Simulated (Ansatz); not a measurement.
# AlBrFHO: the cost of one run

Method: RKS PBE-D4/def2-SVP, in Ansatz 0.2.0.

## 1. The system as given

Bond lengths: O1–Al2 1.808 Å, Al2–F3 1.779 Å, Al2–Br4 2.295 Å, O1–H5 0.960 Å. Angles: O1–Al2–F3 118.7°, O1–Al2–Br4 122.0°, F3–Al2–Br4 119.2°, Al2–O1–H5 107.0°.

As a file:

```xyz
5

O     0.4468    1.3748   -0.0707
Al   -0.0228   -0.3625   -0.2422
F     1.2500   -1.5649   -0.5584
Br   -2.1993   -1.0613   -0.0362
H     0.5752    1.5401    0.8661
```

## 2. Preparing the start

Contents of input.yaml:

```yaml
crystal:
  periodic: [false, false, false]
  atoms:
    - { symbol: O, position_ang: [0.4468, 1.3748, -0.0707] }
    - { symbol: Al, position_ang: [-0.0228, -0.3625, -0.2422] }
    - { symbol: F, position_ang: [1.25, -1.5649, -0.5584] }
    - { symbol: Br, position_ang: [-2.1993, -1.0613, -0.0362] }
    - { symbol: H, position_ang: [0.5752, 1.5401, 0.8661] }
basis:
  gaussian: { orbitals: def2-SVP }
hamiltonian:
  xc: pbe
  dispersion: d4
relax:
  f_tol: 0.02
  max_steps: 40
scf:
  lower_state_search: "off"
output:
  orbitals: {}
```

The run is started by

```sh
ansatz run input.yaml --threads 1 --pin off --max-ram 2048MiB --backend cpu --events-out ev --progress --plain --runs-dir out
```

What time and memory should one allow on 1 thread of an Arm CPU, shared host?

About 21 s, with a peak of 0.13 GiB.
